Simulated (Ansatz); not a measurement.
# Gd (Gadolinium): the cost of one run

Program: Ansatz 0.2.0 through its Python package. Level of theory: DFT LDA, plane waves, PAW. These are calculated values, not measurements.

### 1 The structure

The structure is hexagonal, space group P6_3/mmc (No. 194). Conventional cell: a = 3.636 Å, b = 3.636 Å, c = 5.783 Å, α = 90.00°, β = 90.00°, γ = 120.00°. Gd (site symmetry -6m2) has 12 Gd at 3.57 to 3.64 Å in its first shell of neighbours.

The script holds or builds the structure itself.

### 2 Script

gd_bands.py reads:

```python
"""Band structure of Gd."""

import ansatz as az
import matplotlib.pyplot as plt
import numpy as np

vectors = np.array([
    [3.636, 0.0, 0.0],
    [-1.818, 3.14887, 0.0],
    [0.0, 0.0, 5.7826],
])
crystal = (
    az.Lattice.of(vectors)
    .atom("Gd", (1 / 3, 2 / 3, 0.25), moment=7)
    .atom("Gd", (2 / 3, 1 / 3, 0.75), moment=-7)
)

# vertices of the path, as fractions of the reciprocal vectors
path = [
    ("G", (0.0, 0.0, 0.0)),
    ("M", (0.5, 0.0, 0.0)),
    ("K", (0.33333, 0.33333, 0.0)),
    ("G", (0.0, 0.0, 0.0)),
    ("A", (0.0, 0.0, 0.5)),
    ("L", (0.5, 0.0, 0.5)),
    ("H", (0.33333, 0.33333, 0.5)),
    ("A", (0.0, 0.0, 0.5)),
]
job = (
    crystal.calculation()
    .kpoints(spacing=0.21)
    .basis(550)
    .pseudopotentials("paw")
    .occupations("fermi_dirac", width=0.1)
    .functional("lda")
    .spin(az.SpinTreatment.COLLINEAR)
    .band_structure([point for _, point in path], intervals=4)
    .scf(extra_bands=8)
    .xc_energy_on_converged_density(["pbe", "pbesol", "lda"])
)
res = job.run(threads=1)
data = res.report

energy = data["free_energy_ev"]
print("F of the Gd cell: {:.6f} eV = {:.6f} Ry = {:.6f} Ha".format(energy, energy / 13.605693, energy / 27.211386))
print("Fermi level {:.4f} eV, {} k-points, {} symmetry operations".format(data["fermi_energy_ev"], data["n_kpoints"], data["n_symmetry_ops"]))

print("site moments (muB):", [round(m, 2) for m in data["site_moments_mub"]])
print("electrons up, down:", [round(n, 3) for n in data["spin_occupation_sums"]])

print("other functionals on this density (not self-consistent, eV)")
for entry in data.get("xc_energy_on_converged_density", []):
    print(entry["functional"], {k: round(v, 3) for k, v in entry.items() if isinstance(v, float)})

bands = res.band_structure()
fermi = bands.fermi_energy_ev
print(f"zero of the bands: {fermi:.3f} eV, the Fermi level found on the SCF mesh")
reciprocal = 2 * np.pi * np.linalg.inv(res.lattice.cell_ang).T
steps = np.linalg.norm(np.diff(bands.kpoints_frac @ reciprocal, axis=0), axis=1)
distance = np.concatenate([[0], np.cumsum(steps)])
fig, ax = plt.subplots(figsize=(5, 4))
for channel, colour in zip(bands.channels, ("C0", "C3")):
    ax.plot(distance, channel.eigenvalues_ev - fermi, colour, lw=1)
ax.set_xticks(distance[::4], [label for label, _ in path])
ax.set(ylim=(-8, 8), ylabel="E - E_F (eV)", xlim=(0, distance[-1]))
ax.grid(axis="x")
fig.savefig("bands.png", dpi=100)
first = bands.channels[0].eigenvalues_ev - fermi
near = np.argsort(np.abs(first.mean(axis=0)))[:4]
for band in sorted(near):
    print(f"band {band + 1}: {first[:, band].min():.3f} to {first[:, band].max():.3f} eV")
```

### 3 Launch

Run with:

```bash
python gd_bands.py
```

Q: Estimate wall time and peak memory on 1 thread of Arm Neoverse V1, shared host.

About 61 s, with a peak of 0.59 GiB.
